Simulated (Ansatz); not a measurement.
**CH₈OSi₂: a ladder of functionals and wavefunction methods**

An exercise on one series of results from a longer session: the logs are not shown, and one member is left open.

Program: Ansatz 0.2.0, Gaussian basis. Level of theory: functionals in def2-TZVPP, the program's frozen cores in correlated methods. These are calculated values, not measurements.

Levels to be run: LDA (SPW92), PBE-D4, revPBE-D4, BLYP-D4, r2SCAN-D4, B97M-V, PBE0-D4, B3LYP-D4, r2SCANh-D4, r2SCAN0-D4, HSE06-D4, BHLYP-D4, CAM-B3LYP-D4, LC-ωPBE, ωB97X-V, ωB97M-V, B2PLYP, PBE-QIDH; CCSD(T)/def2-SVP; CCSD(T)/def2-TZVPP; MP2/def2-QZVPP; extrapolation to the limit; RPA on PBE.

## Structure used throughout

All runs share one geometry, relaxed beforehand with PBE0-D4 in a triple-zeta def2 set.

SMILES `C[SiH](O)[SiH3]`, 12 atoms, charge 0, spin multiplicity 1.

Atoms are counted from 1 here; the program's logs count them from 0.

Bond lengths: C1–Si2 1.869 Å, C1–H5 1.092 Å, C1–H6 1.094 Å, C1–H7 1.094 Å, Si2–O3 1.657 Å, Si2–Si4 2.342 Å, Si2–H8 1.496 Å, O3–H9 0.958 Å, Si4–H10 1.489 Å, Si4–H11 1.490 Å, Si4–H12 1.488 Å. Angles: Si2–C1–H5 111.1°, Si2–C1–H6 111.1°, Si2–C1–H7 110.3°, H5–C1–H6 108.2°, H5–C1–H7 108.2°, H6–C1–H7 107.7°, C1–Si2–O3 112.1°, C1–Si2–Si4 111.5°, C1–Si2–H8 107.9°, O3–Si2–Si4 105.7°, O3–Si2–H8 110.0°, Si4–Si2–H8 109.6°, Si2–O3–H9 117.6°, Si2–Si4–H10 110.9°, Si2–Si4–H11 109.3°, Si2–Si4–H12 111.5°, H10–Si4–H11 108.0°, H10–Si4–H12 108.7° and more.

Set-up of the first run:

in.yaml

```yaml
crystal:
  periodic: [false, false, false]
  atoms:
    - {symbol: C, position_ang: [-1.128146, 1.273256, 0.206719]}
    - {symbol: Si, position_ang: [-0.101834, -0.237014, 0.605074]}
    - {symbol: O, position_ang: [1.132963, 0.107407, 1.654698]}
    - {symbol: Si, position_ang: [0.919397, -1.111304, -1.312209]}
    - {symbol: H, position_ang: [-0.515566, 2.058945, -0.241370]}
    - {symbol: H, position_ang: [-1.599363, 1.678053, 1.106779]}
    - {symbol: H, position_ang: [-1.923649, 1.016018, -0.498523]}
    - {symbol: H, position_ang: [-1.009376, -1.264228, 1.203906]}
    - {symbol: H, position_ang: [0.899885, 0.335508, 2.555682]}
    - {symbol: H, position_ang: [1.816718, -0.103665, -1.942062]}
    - {symbol: H, position_ang: [-0.129008, -1.479453, -2.305520]}
    - {symbol: H, position_ang: [1.714979, -2.328721, -0.999274]}
basis:
  gaussian: {orbitals: def2-TZVPP}
hamiltonian: {xc: lda}
output: {orbitals: {seedname: orbitals}}
```

Steps of the session up to this table: LDA; PBE-D4 (GGA); revPBE-D4 (GGA); BLYP-D4 (GGA); r2SCAN-D4 (meta-GGA); B97M-V (meta-GGA); PBE0-D4 (hybrid); B3LYP-D4 (hybrid); r2SCANh-D4 (hybrid); r2SCAN0-D4 (hybrid); HSE06-D4 (hybrid); BHLYP-D4 (hybrid); CAM-B3LYP-D4 (range-separated); LC-ωPBE-D4 (range-separated; the results give it without D4); ωB97X-V (range-separated); ωB97M-V (range-separated); B2PLYP (double hybrid); PBE-QIDH (double hybrid).

One table of the session follows, with a row left open; its other results are not shown here.

It belongs to the step «Frontier levels by functional». 

```
  functional  HOMO (eV)  gap (eV)
 LDA (SPW92)      -6.74      5.66
      PBE-D4      -6.67      5.77
   revPBE-D4      -6.64      5.82
     BLYP-D4      -6.55      5.76
   r2SCAN-D4      -6.93      6.41
      B97M-V      -7.05      6.26
     PBE0-D4      -7.84      7.80
    B3LYP-D4          ?         ?
  r2SCANh-D4      -7.36      7.13
  r2SCAN0-D4      -8.00      8.19
    HSE06-D4      -7.44      7.03
    BHLYP-D4      -8.92      9.72
CAM-B3LYP-D4      -9.14     10.07
     LC-ωPBE     -10.45     12.57
     ωB97X-V     -10.13     12.09
     ωB97M-V      -9.90     11.50
```

**Question.** Estimate the row for B3LYP-D4.

Worked estimate for «HOMO (eV)». Against the share of exact exchange, BLYP-D4 (0, -6.55), BHLYP-D4 (0.5, -8.92) give a slope of -4.74 per unit share; at 0.2 the line stands at -7.50.

**Answer.** HOMO (eV): -7.65; gap (eV): 7.38. In «HOMO (eV)» the line misses by +0.15.
